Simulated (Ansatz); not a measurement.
# H3ISi: the cost of one run

Computed with Ansatz 0.2.0, Gaussian basis. Level: PBE0-D4/def2-TZVP structures, single points in def2-TZVPP, no counterpoise correction.

Levels: SPW92, PBE-D4, BLYP-D4, r2SCAN-D4, B97M-V, PBE0-D4, B3LYP-D4, r2SCAN0-D4, BHLYP-D4, CAM-B3LYP-D4, wB97X-V, wB97M-V, B2PLYP, PBE-QIDH, RPA on PBE, Hartree-Fock, MP2, CCSD, CCSD(T).

Cores are frozen in the correlated methods. Filled d shells of the heavier atoms are correlated. Core potentials replace the inner electrons past krypton, and spin-orbit coupling is left out. Orbitals are unrestricted. B3LYP uses VWN-RPA correlation. B2PLYP carries no dispersion term here.

88 further runs of the same task are left out: 88 set aside as unsound or not needed. Runs told in other sessions of the task aren't counted.

## (1) Starting geometry

The complex: 9 atoms, charge 0, spin multiplicity 2.

Atoms are counted from 1 here; the program's logs count them from 0.

Bond lengths: I1–Si2 2.444 Å, Si2–H4 1.483 Å, Si2–H5 1.481 Å, Si2–H6 1.480 Å, Si3–H7 1.485 Å, Si3–H8 1.485 Å, Si3–H9 1.488 Å. Angles: I1–Si2–H4 107.3°, I1–Si2–H5 108.7°, I1–Si2–H6 108.7°, H4–Si2–H5 110.4°, H4–Si2–H6 110.4°, H5–Si2–H6 111.2°, H7–Si3–H8 111.5°, H7–Si3–H9 110.9°, H8–Si3–H9 111.0°.

Coordinates:

| atom | x (Å) | y (Å) | z (Å) |
| --- | --- | --- | --- |
| I1 | -2.2057 | -1.0131 | -0.2412 |
| Si2 | -0.9962 | 0.8148 | -1.3220 |
| Si3 | 1.2366 | -0.6919 | 1.2652 |
| H4 | -1.9254 | 1.4474 | -2.2890 |
| H5 | -0.5860 | 1.7911 | -0.2873 |
| H6 | 0.1800 | 0.2559 | -2.0257 |
| H7 | 0.4367 | -0.2674 | 2.4422 |
| H8 | 1.2324 | -2.1682 | 1.1067 |
| H9 | 2.6274 | -0.1687 | 1.3512 |

Its parts: SiH3I holds atoms 1, 2, 4, 5, 6; SiH3 radical holds atoms 3, 7, 8, 9. Each part counts its atoms afresh in its own runs.

## (2) Relaxing SiH3I alone

relax-a/in.yaml reads:

```yaml
crystal:
  periodic: [false, false, false]
  atoms:
    - {symbol: I, position_ang: [-2.205699, -1.013068, -0.241169]}
    - {symbol: Si, position_ang: [-0.996155, 0.814755, -1.322040]}
    - {symbol: H, position_ang: [-1.925418, 1.447409, -2.289018]}
    - {symbol: H, position_ang: [-0.586021, 1.791104, -0.287337]}
    - {symbol: H, position_ang: [0.179963, 0.255941, -2.025675]}
basis:
  gaussian: {orbitals: def2-TZVP}
hamiltonian: {xc: pbe0, dispersion: d4}
relax: {f_tol: 0.005, max_steps: 200}
```

Command:

```sh
$ ansatz run in.yaml --threads 8 --pin off --events-out ev --progress --plain --max-ram 19148MiB
```

**Question.** How long does this run take on 8 threads of Intel Xeon at 2.50GHz, shared host?

About 6 s.
